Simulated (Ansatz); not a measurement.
# CH5AlFGa: the cost of one run

Method: the settings change from run to run; program: Ansatz 0.2.0, Gaussian basis.

## 1. The geometry

The structure was relaxed beforehand with PBE0-D4 in a triple-zeta def2 set.

9 atoms, charge 0, spin multiplicity 1.

Atoms are counted from 1 here; the program's logs count them from 0.

Bond lengths: F1–C2 1.405 Å, C2–Al3 1.987 Å, C2–H5 1.098 Å, C2–H6 1.098 Å, Al3–Ga4 2.514 Å, Al3–H7 1.596 Å, Ga4–H8 1.579 Å, Ga4–H9 1.579 Å. Angles: F1–C2–Al3 109.9°, F1–C2–H5 107.5°, F1–C2–H6 107.5°, Al3–C2–H5 112.8°, Al3–C2–H6 112.8°, H5–C2–H6 106.1°, C2–Al3–Ga4 116.4°, C2–Al3–H7 116.6°, Ga4–Al3–H7 127.1°, Al3–Ga4–H8 122.5°, Al3–Ga4–H9 122.5°, H8–Ga4–H9 114.9°.

As a file:

```
F    -0.8260    1.5769   -0.9899
C     0.5450    1.4279   -0.7196
Al    0.8597   -0.2679    0.2673
Ga   -1.1706   -1.6636    0.7651
H     0.8680    2.3138   -0.1576
H     1.0760    1.4664   -1.6796
H     2.3718   -0.5966    0.6570
H    -1.7040   -2.7700   -0.2271
H    -2.0199   -1.4869    2.0843
```

## 2. wB97M-V/aug-pcseg-2

Options: the search for lower states set to full.

Contents of in.yaml:

```yaml
crystal:
  periodic: [false, false, false]
  atoms:
    - {symbol: F, position_ang: [-0.825983, 1.576883, -0.989864]}
    - {symbol: C, position_ang: [0.544972, 1.427943, -0.719607]}
    - {symbol: Al, position_ang: [0.859745, -0.267930, 0.267328]}
    - {symbol: Ga, position_ang: [-1.170608, -1.663616, 0.765079]}
    - {symbol: H, position_ang: [0.868047, 2.313810, -0.157604]}
    - {symbol: H, position_ang: [1.075991, 1.466404, -1.679595]}
    - {symbol: H, position_ang: [2.371753, -0.596572, 0.657006]}
    - {symbol: H, position_ang: [-1.704024, -2.770040, -0.227087]}
    - {symbol: H, position_ang: [-2.019895, -1.486882, 2.084344]}
basis:
  gaussian: {orbitals: aug-pcseg-2}
hamiltonian: {xc: {name: wB97M-V}}
scf: {lower_state_search: full}
output: {forces: true}
```

Launch:

```bash
ansatz run in.yaml --threads 4 --pin off --events-out ev --progress --plain --max-ram 10444MiB
```

Q: Estimate wall time and peak memory on 4 threads of Arm Neoverse V1, shared host.

About 25 s, with a peak of 1.6 GiB.
